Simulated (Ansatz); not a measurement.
# CoSi: the cost of one run

Computed with Ansatz 0.2.0 (DFT PBE, scalar-relativistic, plane waves, PAW, unless a step's input says otherwise).

The COD entry's cell or inner coordinates are ideal or old and differ from later refinements, so a difference from it is no clean test against experiment.

## Step 1: The starting structure

The structure is cubic, space group P2_13 (No. 198). Conventional cell: a = 4.438 Å, b = 4.438 Å, c = 4.438 Å, α = 90.00°, β = 90.00°, γ = 90.00°. Co (site symmetry 3) has 7 Si at 2.28 to 2.47 Å as nearest neighbours. Around Si (site symmetry 3) lie 7 Co at 2.28 to 2.47 Å.

Coordinates:

```xyz
8
Lattice="4.4380 0.0000 0.0000 0.0000 4.4380 0.0000 0.0000 0.0000 4.4380" Properties=species:S:1:pos:R:3 pbc="T T T"
Co    0.6213    0.6213    0.6213
Co    1.5977    3.8167    2.8403
Co    2.8403    1.5977    3.8167
Co    3.8167    2.8403    1.5977
Si    3.7412    3.7412    3.7412
Si    2.9158    0.6968    1.5222
Si    1.5222    2.9158    0.6968
Si    0.6968    1.5222    2.9158
```

The structure rests on an entry of the Crystallography Open Database; cell or positions may have been set otherwise for this series.

## Step 2: Single point: CoSi, no spin

input.yaml

```yaml
crystal:
  lattice:
    - [4.438, 0.0, 0.0]
    - [0.0, 4.438, 0.0]
    - [0.0, 0.0, 4.438]
  atoms:
    - { symbol: Co, position: [0.14, 0.14, 0.14] }
    - { symbol: Co, position: [0.36, 0.86, 0.64] }
    - { symbol: Co, position: [0.64, 0.36, 0.86] }
    - { symbol: Co, position: [0.86, 0.64, 0.36] }
    - { symbol: Si, position: [0.843, 0.843, 0.843] }
    - { symbol: Si, position: [0.657, 0.157, 0.343] }
    - { symbol: Si, position: [0.343, 0.657, 0.157] }
    - { symbol: Si, position: [0.157, 0.343, 0.657] }
scf:
  occupations: { method: gaussian, width: 0.03 }
output: {}
hamiltonian:
  xc: pbe
kpoints:
  mp_grid: { grid: [12, 12, 12] }
```

On the command line:

```console
$ ansatz run input.yaml --threads 4 --pin off --max-ram 8192MiB --backend cpu --events-out ev --progress --plain --runs-dir out
```

Q: Estimate wall time and peak memory on 4 threads of Intel Xeon 6975P-C (Granite Rapids), shared host.

About 4.3 s, with a peak of 0.67 GiB.
